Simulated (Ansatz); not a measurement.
# BaZn: how the settings move a relaxation

How sensitive is a relaxation of BaZn to its settings? A reference run comes first, then one run with altered input.

Method: reference: DFT, LDA, PAW with Ansatz's default frozen-core files, scalar-relativistic; relaxation of cell and atoms, in Ansatz 0.2.0.

1 further run of the same task is left out (it didn't finish).

## (1) Starting point

Symmetry: Pm-3m, No. 221, cubic system. The conventional cell has a = 4.079 Å, b = 4.079 Å, c = 4.079 Å, α = 90.00°, β = 90.00°, γ = 90.00°. Around Ba (site symmetry m-3m) lie 8 Zn at 3.53 Å. Zn (site symmetry m-3m) has 8 Ba at 3.53 Å as nearest neighbours.

Structure file:

```xyz
2
Lattice="4.0785 0.0000 0.0000 0.0000 4.0785 0.0000 0.0000 0.0000 4.0785" Properties=species:S:1:pos:R:3 pbc="T T T"
Ba    0.0000    0.0000    0.0000
Zn    2.0393    2.0393    2.0393
```

## (2) The reference run

Contents of input.yaml:

```yaml
crystal:
  lattice:
    - [4.07851334, 0.0, 0.0]
    - [0.0, 4.07851334, 0.0]
    - [0.0, 0.0, 4.07851334]
  atoms:
    - { symbol: Ba, position: [0.0, 0.0, 0.0] }
    - { symbol: Zn, position: [0.5, 0.5, 0.5] }
kpoints:
  mp_grid: { grid: [10, 10, 10] }
scf:
  occupations: { method: fermi_dirac, width: 0.1 }
hamiltonian:
  xc: lda
  pseudopotentials: { kind: paw }
relax:
  f_tol: 0.002
  max_steps: 80
  cell: {}
output:
  forces: true
  stress: true
```

On the command line:

```console
$ ansatz run input.yaml --threads 1 --pin off --max-ram 3072MiB --backend cpu --events-out ev --progress --plain --runs-dir out
```

From the output:

```text
[...]
Basis set: ecut = 420 eV, 1357 PW (Γ)
[...]
k-points: 56 of 1000
[...]
SCF iter   1: F=—  HF=-9026.075310 eV  |F-HF|=—  |Δ(HF+E_count)|=         —  Δρ=3.14e-3  dr2=4.23e-3  ethr=1.77e-3  ⟨swp⟩=7.3  Hψ=5587  notcnv=0
preconditioner: auto → Kerker (q_TF=auto, 2.261 Å⁻¹)  [metal: Δε(μ)=0.057 eV  Ē_g=10.082 eV  σ=0.100 eV  W_gap=0.14  n_scr=18 (ndim 8)  ℏωp=20.2 eV  f_vac=0.000  D(μ)=1.60/eV (n_scr^D=6)]
SCF iter   2: F=—  HF=-9026.074480 eV  |F-HF|=—  |Δ(HF+E_count)|=   8.30e-4  Δρ=2.47e-3  dr2=1.82e-3  ethr=1.92e-5  ⟨swp⟩=2.2  Hψ=1725  notcnv=0
[...]
relax step   1: F+E_penalty+E_count = -9026.07401083 eV  Δ(F+E_penalty+E_count) = +0.000e0 eV  max|allowed force component| = 8.415e-30 eV/Å  Δτ_max = 0.0000 Å  P = -2.538 GPa  Ω = 67.843 Å³  (7 SCF iters, dr2 threshold 1.00e-7 eV, accepted)
[...]
Basis set: ecut = 420 eV, 1237 PW (Γ)
[...]
relax step   2: F+E_penalty+E_count = -9026.12593929 eV  Δ(F+E_penalty+E_count) = -5.193e-2 eV  max|allowed force component| = 4.043e-30 eV/Å  Δτ_max = 0.0000 Å  P = -1.284 GPa  Ω = 63.591 Å³  energy of the carried Pulay correction = +2.078e-4 eV  (7 SCF iters
[...]
Basis set: ecut = 420 eV, 1189 PW (Γ)
[...]
relax step   3: F+E_penalty+E_count = -9026.13887330 eV  Δ(F+E_penalty+E_count) = -1.293e-2 eV  max|allowed force component| = 1.512e-30 eV/Å  Δτ_max = 0.0000 Å  P = +0.306 GPa  Ω = 59.757 Å³  energy of the carried Pulay correction = +4.070e-4 eV  (7 SCF iters
[...]
relax step   4: F+E_penalty+E_count = -9026.13945123 eV  Δ(F+E_penalty+E_count) = -5.779e-4 eV  max|allowed force component| = 5.029e-30 eV/Å  Δτ_max = 0.0000 Å  P = +0.002 GPa  Ω = 60.399 Å³  energy of the carried Pulay correction = +3.728e-4 eV  (5 SCF iters
[...]
SCF iter   6: F=—  HF=-9026.139205 eV  |F-HF|=—  |Δ(HF+E_count)|=  2.31e-10  Δρ=3.24e-7  dr2=7.91e-11  ethr=2.31e-12  ⟨swp⟩=2.0  Hψ=1166  notcnv=0
SCF iter   7: F=-9026.139205 eV  HF=-9026.139205 eV  |F-HF|=5.46e-12  |Δ(HF+E_count)|=  2.00e-11  Δρ=7.29e-8  dr2=4.18e-12  ethr=1.00e-12  ⟨swp⟩=5.9  Hψ=3976  notcnv=0
[...]
relax step   5: F+E_penalty+E_count = -9026.13920463 eV  Δ(F+E_penalty+E_count) = +2.466e-4 eV  max|allowed force component| = 2.301e-30 eV/Å  Δτ_max = 0.0000 Å  P = -0.003 GPa  Ω = 60.399 Å³  stress off target by 2.93e-3 GPa  SCF on the basis re-selected at t
[...]
SCF converged after 7 iterations
Free energy (F): -9026.139205 eV
[...]
E sigma→0 (E₀):  -9026.114467 eV
[...]
Fermi energy:    8.698470 eV
[...]
  P = ⅓ Tr σ = -0.0029 GPa (-0.029 kbar)
--- Relaxed structure (4 steps of the walk, 4 accepted, 1 SCFs on fresh bases) ---
[...]
```

Run time: 17 s. Hardware: 1 thread of Arm Neoverse V1, shared host; peak memory 0.36 GiB.

## (3) Variant: mixing.algorithm anderson, mixing.beta 0.3, mixing.ndim 16

input.yaml, as its differences from that of step 2:

```diff
@@ -12,2 +12,3 @@
   occupations: { method: fermi_dirac, width: 0.1 }
+  mixing: { algorithm: anderson, beta: 0.3, ndim: 16 }
 hamiltonian:
```

On the command line:

```console
$ ansatz run input.yaml --threads 1 --pin off --max-ram 3072MiB --backend cpu --events-out ev --progress --plain --runs-dir out
```

The program printed:

```text
Engine: ansatz 0.2.0
Pseudopotentials: kind: paw
Pseudopotential: Ba, paw, valence charge 10, recommended cutoff 420 eV (normal), Ba.paw.azcp
Pseudopotential: Zn, paw, valence charge 12, recommended cutoff 420 eV (normal), Zn.paw.azcp
Functional definition: SPW92
  exchange = slater_x
  correlation = pw_c
Crystal: 2 atoms, lattice volume = 67.843 Å³
Basis set: ecut = 420 eV, 1357 PW (Γ)
Bands: 15, of which v1, the nominal top of the filled ones, is band 11 counted from 1 (10 counted from 0)
Symmetry: 48 space group operations
Space group: Pm-3m (ITA 221), of the structure as read, at distance tolerance 4.1e-5 Å
k-points: 56 of 1000
Non-local potential: Ba, projectors of the file, l = 0: 3, l = 1: 2, l = 2: 2, l = 3: 2
Non-local potential: Zn, projectors of the file, l = 0: 2, l = 1: 2, l = 2: 3, l = 3: 1
PAW form: soft (Blöchl's): semilocal exchange-correlation on the pseudo side does not see the compensation charge
PAW frozen core: Ba, regenerated for the run's functional, and the local potential with it (the file was generated under x = pbe(κ = 0.804, μ = 0.2195149727645171), c = pbe(β = 0.06672455060314922))
PAW frozen core: Zn, regenerated for the run's functional, and the local potential with it (the file was generated under x = pbe(κ = 0.804, μ = 0.2195149727645171), c = pbe(β = 0.06672455060314922))
PAW one-centre angular grid: Ba, 194 points (default); XC on 64 Gauss nodes
PAW one-centre angular grid: Zn, 590 points (default); XC on 64 Gauss nodes
Initial density: superposition of atomic densities (neutral atoms: chi_scale 0, normalization atom), corrected by the library's trained network
Initial wavefunctions: pseudopotential atomic-orbital guess
Functional: x = slater, c = lda
SCF iter   1: F=—  HF=-9026.075310 eV  |F-HF|=—  |Δ(HF+E_count)|=         —  Δρ=3.14e-3  dr2=4.23e-3  ethr=1.77e-3  ⟨swp⟩=7.3  Hψ=5587  notcnv=0
preconditioner: auto → Kerker (q_TF=auto, 2.261 Å⁻¹)  [metal: Δε(μ)=0.057 eV  Ē_g=10.082 eV  σ=0.100 eV  W_gap=0.14  n_scr=18 (ndim 16)  ℏωp=20.2 eV  f_vac=0.000  D(μ)=1.60/eV (n_scr^D=6)]
SCF iter   2: F=—  HF=-9026.074718 eV  |F-HF|=—  |Δ(HF+E_count)|=   5.92e-4  Δρ=2.91e-3  dr2=2.59e-3  ethr=1.92e-5  ⟨swp⟩=2.6  Hψ=1779  notcnv=0  κ⁻¹=1.0e0(r=1)
SCF iter   3: F=—  HF=-9026.074274 eV  |F-HF|=—  |Δ(HF+E_count)|=   4.44e-4  Δρ=1.72e-3  dr2=1.11e-3  ethr=1.18e-5  ⟨swp⟩=2.0  Hψ=1103  notcnv=0  κ⁻¹=3.8e-1(r=2)
SCF iter   4: F=—  HF=-9026.074140 eV  |F-HF|=—  |Δ(HF+E_count)|=   1.34e-4  Δρ=7.22e-4  dr2=2.70e-4  ethr=5.04e-6  ⟨swp⟩=2.0  Hψ=1447  notcnv=0  κ⁻¹=1.1e-4(r=3)
SCF iter   5: F=—  HF=-9026.074090 eV  |F-HF|=—  |Δ(HF+E_count)|=   4.99e-5  Δρ=4.80e-4  dr2=8.37e-5  ethr=1.23e-6  ⟨swp⟩=2.0  Hψ=1237  notcnv=0  κ⁻¹=1.2e-5(r=4)
SCF iter   6: F=—  HF=-9026.074011 eV  |F-HF|=—  |Δ(HF+E_count)|=   7.90e-5  Δρ=5.09e-5  dr2=1.20e-6  ethr=3.80e-7  ⟨swp⟩=2.0  Hψ=1153  notcnv=0  κ⁻¹=1.6e-6(r=5)
SCF iter   7: F=—  HF=-9026.074011 eV  |F-HF|=—  |Δ(HF+E_count)|=   1.10e-7  Δρ=4.47e-5  dr2=7.26e-7  ethr=5.44e-9  ⟨swp⟩=2.0  Hψ=1464  notcnv=0  κ⁻¹=4.4e-7(r=6)
SCF iter   8: F=—  HF=-9026.074011 eV  |F-HF|=—  |Δ(HF+E_count)|=   1.26e-7  Δρ=2.21e-5  dr2=1.52e-7  ethr=3.30e-9  ⟨swp⟩=2.0  Hψ=1466  notcnv=0  κ⁻¹=3.0e-8(r=7)
SCF iter   9: F=—  HF=-9026.074011 eV  |F-HF|=—  |Δ(HF+E_count)|=   2.47e-7  Δρ=5.82e-6  dr2=1.09e-8  ethr=4.55e-10  ⟨swp⟩=4.1  Hψ=2658  notcnv=0  κ⁻¹=1.1e-9(r=8)
SCF iter  10: F=-9026.074011 eV  HF=-9026.074011 eV  |F-HF|=2.34e-9  |Δ(HF+E_count)|=   9.04e-8  Δρ=4.81e-6  dr2=6.64e-9  ethr=4.97e-11  ⟨swp⟩=4.0  Hψ=2674  notcnv=0
SCF 1 converged in 10 iterations: F = -9026.074011 eV  dr2 = 6.64e-9
relax step   1: F+E_penalty+E_count = -9026.07401083 eV  Δ(F+E_penalty+E_count) = +0.000e0 eV  max|allowed force component| = 1.223e-29 eV/Å  Δτ_max = 0.0000 Å  P = -2.538 GPa  Ω = 67.843 Å³  (10 SCF iters, dr2 threshold 1.00e-7 eV, accepted)
Crystal: 2 atoms, lattice volume = 63.591 Å³
Basis set: ecut = 420 eV, 1237 PW (Γ)
Initial density: handed on by an earlier stage of this run
Initial wavefunctions: those handed on with the density
iter 1 solved again at ethr=6.48e-5 eV; its pass at ethr=3.10e-3 eV (dr2=1.43e-2 eV) is discarded
SCF iter   1: F=—  HF=-9026.131000 eV  |F-HF|=—  |Δ(HF+E_count)|=         —  Δρ=4.69e-3  dr2=1.44e-2  ethr=6.48e-5  ⟨swp⟩=1.0  Hψ=6573  notcnv=0
preconditioner: auto → Kerker (q_TF=auto, 2.286 Å⁻¹)  [metal: Δε(μ)=0.069 eV  Ē_g=10.060 eV  σ=0.100 eV  W_gap=0.17  n_scr=18 (ndim 16)  ℏωp=20.8 eV  f_vac=0.000  D(μ)=1.53/eV (n_scr^D=6)]
SCF iter   2: F=—  HF=-9026.127779 eV  |F-HF|=—  |Δ(HF+E_count)|=   3.22e-3  Δρ=1.96e-3  dr2=4.16e-3  ethr=6.48e-5  ⟨swp⟩=2.0  Hψ=1120  notcnv=0  κ⁻¹=1.0e0(r=1)
SCF iter   3: F=—  HF=-9026.126457 eV  |F-HF|=—  |Δ(HF+E_count)|=   1.32e-3  Δρ=8.82e-4  dr2=1.01e-3  ethr=1.89e-5  ⟨swp⟩=2.1  Hψ=1199  notcnv=0  κ⁻¹=4.0e-3(r=2)
SCF iter   4: F=—  HF=-9026.125928 eV  |F-HF|=—  |Δ(HF+E_count)|=   5.29e-4  Δρ=5.49e-4  dr2=1.02e-4  ethr=4.59e-6  ⟨swp⟩=2.0  Hψ=1276  notcnv=0  κ⁻¹=7.0e-7(r=3)
SCF iter   5: F=—  HF=-9026.125972 eV  |F-HF|=—  |Δ(HF+E_count)|=   4.39e-5  Δρ=3.06e-4  dr2=4.98e-5  ethr=4.63e-7  ⟨swp⟩=1.1  Hψ=1288  notcnv=0  κ⁻¹=5.6e-7(r=4)
SCF iter   6: F=—  HF=-9026.125942 eV  |F-HF|=—  |Δ(HF+E_count)|=   3.01e-5  Δρ=7.07e-5  dr2=7.86e-6  ethr=2.26e-7  ⟨swp⟩=2.0  Hψ=1236  notcnv=0  κ⁻¹=3.8e-7(r=5)
SCF iter   7: F=—  HF=-9026.125940 eV  |F-HF|=—  |Δ(HF+E_count)|=   1.90e-6  Δρ=4.39e-5  dr2=7.47e-7  ethr=3.57e-8  ⟨swp⟩=2.0  Hψ=965  notcnv=0  κ⁻¹=7.5e-9(r=6)
SCF iter   8: F=-9026.125940 eV  HF=-9026.125940 eV  |F-HF|=1.87e-8  |Δ(HF+E_count)|=   6.36e-7  Δρ=1.27e-5  dr2=4.05e-8  ethr=9.09e-10  ⟨swp⟩=4.0  Hψ=2934  notcnv=0
SCF 2 converged in 8 iterations: F = -9026.125940 eV  dr2 = 4.05e-8
relax step   2: F+E_penalty+E_count = -9026.12593958 eV  Δ(F+E_penalty+E_count) = -5.193e-2 eV  max|allowed force component| = 3.796e-30 eV/Å  Δτ_max = 0.0000 Å  P = -1.285 GPa  Ω = 63.591 Å³  energy of the carried Pulay correction = +2.077e-4 eV  (8 SCF iters, dr2 threshold 2.00e-7 eV, accepted)
Crystal: 2 atoms, lattice volume = 59.755 Å³
Basis set: ecut = 420 eV, 1189 PW (Γ)
iter 1 solved again at ethr=6.26e-5 eV; its pass at ethr=3.10e-3 eV (dr2=1.38e-2 eV) is discarded
SCF iter   1: F=—  HF=-9026.143744 eV  |F-HF|=—  |Δ(HF+E_count)|=         —  Δρ=4.89e-3  dr2=1.39e-2  ethr=6.26e-5  ⟨swp⟩=1.0  Hψ=6655  notcnv=0
preconditioner: auto → Kerker (q_TF=auto, 2.310 Å⁻¹)  [metal: Δε(μ)=0.034 eV  Ē_g=10.175 eV  σ=0.100 eV  W_gap=0.08  n_scr=18 (ndim 16)  ℏωp=21.5 eV  f_vac=0.000  D(μ)=1.46/eV (n_scr^D=6)]
SCF iter   2: F=—  HF=-9026.140604 eV  |F-HF|=—  |Δ(HF+E_count)|=   3.14e-3  Δρ=2.04e-3  dr2=3.83e-3  ethr=6.26e-5  ⟨swp⟩=2.0  Hψ=1120  notcnv=0  κ⁻¹=1.0e0(r=1)
SCF iter   3: F=—  HF=-9026.139336 eV  |F-HF|=—  |Δ(HF+E_count)|=   1.27e-3  Δρ=9.00e-4  dr2=8.95e-4  ethr=1.74e-5  ⟨swp⟩=2.0  Hψ=1230  notcnv=0  κ⁻¹=3.5e-3(r=2)
SCF iter   4: F=—  HF=-9026.138858 eV  |F-HF|=—  |Δ(HF+E_count)|=   4.78e-4  Δρ=6.05e-4  dr2=1.11e-4  ethr=4.07e-6  ⟨swp⟩=2.0  Hψ=1237  notcnv=0  κ⁻¹=1.0e-6(r=3)
SCF iter   5: F=—  HF=-9026.138876 eV  |F-HF|=—  |Δ(HF+E_count)|=   1.80e-5  Δρ=1.84e-4  dr2=2.59e-5  ethr=5.04e-7  ⟨swp⟩=2.0  Hψ=1537  notcnv=0  κ⁻¹=5.6e-7(r=4)
SCF iter   6: F=—  HF=-9026.138871 eV  |F-HF|=—  |Δ(HF+E_count)|=   5.04e-6  Δρ=6.07e-5  dr2=5.23e-6  ethr=1.18e-7  ⟨swp⟩=2.0  Hψ=1237  notcnv=0  κ⁻¹=4.5e-7(r=5)
SCF iter   7: F=—  HF=-9026.138871 eV  |F-HF|=—  |Δ(HF+E_count)|=   6.38e-7  Δρ=5.43e-5  dr2=1.43e-6  ethr=2.38e-8  ⟨swp⟩=2.5  Hψ=1269  notcnv=0  κ⁻¹=7.8e-9(r=6)
SCF iter   8: F=-9026.138870 eV  HF=-9026.138870 eV  |F-HF|=4.36e-8  |Δ(HF+E_count)|=   1.16e-6  Δρ=8.24e-6  dr2=2.59e-8  ethr=9.09e-10  ⟨swp⟩=3.3  Hψ=3556  notcnv=0
SCF 3 converged in 8 iterations: F = -9026.138870 eV  dr2 = 2.59e-8
relax step   3: F+E_penalty+E_count = -9026.13886957 eV  Δ(F+E_penalty+E_count) = -1.293e-2 eV  max|allowed force component| = 8.283e-30 eV/Å  Δτ_max = 0.0000 Å  P = +0.307 GPa  Ω = 59.755 Å³  energy of the carried Pulay correction = +4.070e-4 eV  (8 SCF iters, dr2 threshold 2.00e-7 eV, accepted)
Crystal: 2 atoms, lattice volume = 60.399 Å³
iter 1 solved again at ethr=1.99e-6 eV; its pass at ethr=3.10e-3 eV (dr2=4.38e-4 eV) is discarded
SCF iter   1: F=—  HF=-9026.139604 eV  |F-HF|=—  |Δ(HF+E_count)|=         —  Δρ=8.57e-4  dr2=4.34e-4  ethr=1.99e-6  ⟨swp⟩=2.1  Hψ=6376  notcnv=0
preconditioner: auto → Kerker (q_TF=auto, 2.306 Å⁻¹)  [metal: Δε(μ)=0.042 eV  Ē_g=10.296 eV  σ=0.100 eV  W_gap=0.10  n_scr=18 (ndim 16)  ℏωp=21.4 eV  f_vac=0.000  D(μ)=1.47/eV (n_scr^D=6)]
SCF iter   2: F=—  HF=-9026.139505 eV  |F-HF|=—  |Δ(HF+E_count)|=   9.84e-5  Δρ=3.66e-4  dr2=1.22e-4  ethr=1.97e-6  ⟨swp⟩=2.0  Hψ=1120  notcnv=0  κ⁻¹=1.0e0(r=1)
SCF iter   3: F=—  HF=-9026.139466 eV  |F-HF|=—  |Δ(HF+E_count)|=   3.90e-5  Δρ=1.60e-4  dr2=2.80e-5  ethr=5.57e-7  ⟨swp⟩=2.0  Hψ=1235  notcnv=0  κ⁻¹=3.1e-3(r=2)
SCF iter   4: F=—  HF=-9026.139451 eV  |F-HF|=—  |Δ(HF+E_count)|=   1.56e-5  Δρ=1.06e-4  dr2=3.57e-6  ethr=1.27e-7  ⟨swp⟩=2.0  Hψ=1237  notcnv=0  κ⁻¹=1.5e-6(r=3)
SCF iter   5: F=—  HF=-9026.139450 eV  |F-HF|=—  |Δ(HF+E_count)|=   7.46e-7  Δρ=2.72e-5  dr2=1.49e-7  ethr=9.09e-10  ⟨swp⟩=3.4  Hψ=3578  notcnv=0  κ⁻¹=3.7e-7(r=4)
SCF iter   6: F=—  HF=-9026.139451 eV  |F-HF|=—  |Δ(HF+E_count)|=   9.62e-7  Δρ=1.39e-5  dr2=5.15e-8  ethr=6.77e-10  ⟨swp⟩=4.9  Hψ=2957  notcnv=0  κ⁻¹=3.7e-7(r=5)
SCF iter   7: F=-9026.139451 eV  HF=-9026.139451 eV  |F-HF|=4.50e-8  |Δ(HF+E_count)|=   2.63e-7  Δρ=1.00e-5  dr2=3.95e-8  ethr=2.34e-10  ⟨swp⟩=4.1  Hψ=2730  notcnv=0
SCF 4 converged in 7 iterations: F = -9026.139451 eV  dr2 = 3.95e-8
relax step   4: F+E_penalty+E_count = -9026.13945127 eV  Δ(F+E_penalty+E_count) = -5.817e-4 eV  max|allowed force component| = 3.418e-30 eV/Å  Δτ_max = 0.0000 Å  P = +0.003 GPa  Ω = 60.399 Å³  energy of the carried Pulay correction = +3.728e-4 eV  (7 SCF iters, dr2 threshold 2.00e-7 eV, accepted)
Initial wavefunctions: pseudopotential atomic-orbital guess (no wavefunctions were taken with the density)
iter 1 solved again at ethr=5.35e-6 eV; its pass at ethr=3.10e-3 eV (dr2=1.18e-3 eV) is discarded
SCF iter   1: F=—  HF=-9026.139205 eV  |F-HF|=—  |Δ(HF+E_count)|=         —  Δρ=3.98e-5  dr2=2.33e-7  ethr=5.35e-6  ⟨swp⟩=2.0  Hψ=7249  notcnv=0
eigensolver tolerance schedule: the retry pair's looser diagonalisation over-reported the residual by 5054.96 of it (diagonalisation noise at an unbounded share of the residual, at the tolerance the schedule requests for it); recorded, not acted on — ethr = c·dr2/N_el stays at c = 1.0e-1
preconditioner: auto → Kerker (q_TF=auto, 2.306 Å⁻¹)  [metal: Δε(μ)=0.043 eV  Ē_g=10.275 eV  σ=0.100 eV  W_gap=0.11  n_scr=18 (ndim 16)  ℏωp=21.4 eV  f_vac=0.000  D(μ)=1.47/eV (n_scr^D=6)]
SCF iter   2: F=—  HF=-9026.139205 eV  |F-HF|=—  |Δ(HF+E_count)|=   5.41e-7  Δρ=5.43e-5  dr2=7.68e-7  ethr=1.06e-9  ⟨swp⟩=3.2  Hψ=1905  notcnv=0  κ⁻¹=1.0e0(r=1)
SCF iter   3: F=—  HF=-9026.139205 eV  |F-HF|=—  |Δ(HF+E_count)|=   3.69e-8  Δρ=5.87e-5  dr2=8.72e-7  ethr=1.06e-9  ⟨swp⟩=1.0  Hψ=840  notcnv=0  κ⁻¹=4.9e-3(r=2)
SCF iter   4: F=—  HF=-9026.139205 eV  |F-HF|=—  |Δ(HF+E_count)|=   9.19e-9  Δρ=4.76e-6  dr2=1.16e-8  ethr=1.06e-9  ⟨swp⟩=2.0  Hψ=904  notcnv=0  κ⁻¹=1.0e-5(r=3)
SCF iter   5: F=—  HF=-9026.139205 eV  |F-HF|=—  |Δ(HF+E_count)|=   1.65e-9  Δρ=5.96e-6  dr2=1.44e-8  ethr=5.26e-11  ⟨swp⟩=2.0  Hψ=1120  notcnv=0  κ⁻¹=8.8e-6(r=4)
SCF iter   6: F=—  HF=-9026.139205 eV  |F-HF|=—  |Δ(HF+E_count)|=   9.97e-9  Δρ=2.06e-6  dr2=1.38e-9  ethr=5.26e-11  ⟨swp⟩=2.0  Hψ=1230  notcnv=0  κ⁻¹=2.1e-7(r=5)
SCF iter   7: F=—  HF=-9026.139205 eV  |F-HF|=—  |Δ(HF+E_count)|=  9.31e-10  Δρ=2.60e-7  dr2=1.60e-11  ethr=1.00e-12  ⟨swp⟩=5.0  Hψ=4546  notcnv=0  κ⁻¹=6.4e-9(r=6)
SCF iter   8: F=—  HF=-9026.139205 eV  |F-HF|=—  |Δ(HF+E_count)|=  4.37e-11  Δρ=5.88e-7  dr2=1.17e-10  ethr=1.00e-12  ⟨swp⟩=6.0  Hψ=3534  notcnv=0  κ⁻¹=6.4e-9(r=7)
SCF iter   9: F=-9026.139205 eV  HF=-9026.139205 eV  |F-HF|=0.00e0  |Δ(HF+E_count)|=  9.09e-11  Δρ=7.76e-8  dr2=2.17e-12  ethr=1.00e-12  ⟨swp⟩=4.7  Hψ=4059  notcnv=0
SCF 5 converged in 9 iterations: F = -9026.139205 eV  dr2 = 2.17e-12
relax step   5: F+E_penalty+E_count = -9026.13920466 eV  Δ(F+E_penalty+E_count) = +2.466e-4 eV  max|allowed force component| = 3.550e-30 eV/Å  Δτ_max = 0.0000 Å  P = -0.003 GPa  Ω = 60.399 Å³  stress off target by 2.66e-3 GPa  SCF on the basis re-selected at this cell (its energy is not comparable with the rows above)  (9 SCF iters)
basis re-selected at this cell: Δ(F+E_penalty+E_count) = +2.466e-4 eV, ΔP = -0.005 GPa vs the last step (what re-selecting the basis moved, of the pressure what is left beyond the Pulay correction that the steps carried, after the strain that the cell walked since its last selection, with what the two solves' SCF thresholds leave and, on support functions, any second-order correction that the steps lacked; it is no measure of the basis error at this ecutwfc). The dense FFT grid was sized anew with the basis: this SCF ran on 27×27×27 points, the steps before it on 30×30×30, so part of this shift can come from that change (see relax.cell in the input reference). This SCF's stress stands 2.66e-3 GPa from its target on what of the cell is left free (relax.cell.stress_tol is 5.00e-2 GPa) and its largest allowed force component is 3.55e-30 eV/Å (relax.f_tol is 2.00e-3 eV/Å): within both
SCF converged after 9 iterations
Stability not checked: this state was not tested for a lower state beside it, because the mixer in use, unlike msr1, does not test its closes by its own steps (another_mixer; see scf.mixing.algorithm and scf.lower_state_search)
Free energy (F): -9026.139205 eV
Harris-Foulkes:  -9026.139205 eV  (|F-HF|=0.00e0)
Internal energy: -9026.089729 eV  (E = F + TS)
E sigma→0 (E₀):  -9026.114467 eV
Entropy (-TS):   -0.049476 eV (-24.738 meV/atom)
Fermi energy:    8.698576 eV
--- Per-component energies (eV) ---
  E_band       = -23.496626
  E_kinetic    = 300.813040
  E_local      = -2153.421653  (includes V_loc(G=0)·N_el)
  E_nonlocal   = 673.196818
  E_hartree    = 887.892645
  E_xc         = -302.583669
  E_vxc        = -189.464783  (∫ρ·V_xc dr)
  E_paw        = -6810.244144  (= ΣΔE_a)
  E_vpaw       = -430.405058  (= ΣTr[D̂ρ^β])
  E_aug_tail   = -0.000361  (compensation charges beyond the density's cutoff)
  E_ewald      = -1623.582063
  E_core_change = 1.839657  (= ΣΔE_core)
  E_smearing   = -0.049476  (= −TS)
  E_closure    = 0.000000  (closes the sum)
  Σ components = -9026.139205   (vs F -9026.139205, Δ=0.00e0)
--- Forces (eV/Å), atoms counted from 1 ---
  atom   1  Ba    -0.00000000     0.00000000    -0.00000000
  atom   2  Zn     0.00000000    -0.00000000    -0.00000000
  max |Σ_I F_I| component: 5.52e-30 eV/Å
--- Stress (GPa, compression-positive) ---
       -0.002659      -0.000000      -0.000000
       -0.000000      -0.002659      -0.000000
       -0.000000      -0.000000      -0.002659
  P = ⅓ Tr σ = -0.0027 GPa (-0.027 kbar)
--- Relaxed structure (4 steps of the walk, 4 accepted, 1 SCFs on fresh bases) ---
  F+E_penalty+E_count = -9026.13920466 eV   max|allowed force component| = 3.550e-30 eV/Å   (the final SCF, on the basis selected at the relaxed cell)
  cell:  # Å, volume = 60.3986 Å³
    - [3.9235175609675133, 1.2037062152420224e-33, 1.4444474582904269e-33]
    - [9.469155559903908e-34, 3.9235175609675133, 0.0]
    - [9.30866139787164e-34, 0.0, 3.9235175609675133]
  atoms:
    - { symbol: Ba, position: [-3.935114308716792e-36, -7.87022861766264e-36, -1.4315862459220016e-47] }
    - { symbol: Zn, position: [0.5, 0.5, 0.5] }
```

It took 20 s on 1 thread of Arm Neoverse V1, shared host; peak memory 0.36 GiB.

The changed mixing doesn't alter the result here (within 0.5 meV/atom). Cost: 42 SCF cycles against 33.

## (4) Comparison

```
                                                          run     ending  energy change  pressure (GPa)  gap (eV)  force (eV/Å)  cycles  time
                                                    reference  converged              0             0.0      0.00          0.00      33  17 s
1: mixing.algorithm anderson, mixing.beta 0.3, mixing.ndim 16  converged   0.0 meV/atom             0.0      0.00          0.00      42  20 s
```

What this shows: The changed mixing doesn't alter the result here (within 0.5 meV/atom). Cost: 42 SCF cycles against 33.
